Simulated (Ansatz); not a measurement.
## C2H2BrN, SMILES N=C=CBr: a rigid scan of one bond angle, step by step

With Ansatz's Python interface.

Notebook, run cell by cell (the value of a cell's last expression is shown):

In [1]:
```python
import ansatz as az
from ase import Atoms
```

In [2]:
```python
atoms = Atoms(['N', 'C', 'C', 'Br', 'H', 'H'], positions=[
    (0.9644, 0.5921, -1.1779),
    (0.2979, 0.3306, -0.2396),
    (-0.4042, 0.0145, 0.805),
    (-1.2353, -1.5612, 0.806),
    (0.838, -0.0749, -1.9503),
    (-0.4188, 0.6348, 1.7107),
])
```

In [3]:
```python
# relax first, so that the scan starts from a minimum
first = (
    az.Crystal.molecule_from_ase(atoms).calculation()
    .basis(gaussian='def2-SVP')
    .functional('r2scan')
    .relax(force_tolerance=0.02, max_steps=80)
)
atoms.positions = first.run().report['positions_ang']
```

In [4]:
```python
rows = []
for angle in [85, 95, 105, 115, 125, 140, 160]:
    bent = atoms.copy()
    bent.set_angle(1, 0, 4, angle, indices=[4])
    calc = (
        az.Crystal.molecule_from_ase(bent).calculation()
        .basis(gaussian='def2-SVP')
        .functional('r2scan')
    )
    rows.append((angle, calc.run().report['free_energy_ev']))
floor = min(e for _, e in rows)
for angle, e in rows:
    print(f'angle C1-N0-H4 = {angle:3d} deg   {1000 * (e - floor):9.1f} meV')
```
```text
angle C1-N0-H4 =  85 deg       628.3 meV
angle C1-N0-H4 =  95 deg       271.7 meV
angle C1-N0-H4 = 105 deg        69.1 meV
angle C1-N0-H4 = 115 deg         0.0 meV
angle C1-N0-H4 = 125 deg        36.1 meV
angle C1-N0-H4 = 140 deg       217.2 meV
angle C1-N0-H4 = 160 deg       522.1 meV
```

The scan is rigid, and the energies are electronic, in a modest basis. The zero is the lowest point of the grid, which needn't be the minimum. Wall time of the script: 86 s on 1 thread of Arm Neoverse V1, on a shared host, peak memory 0.21 GiB.
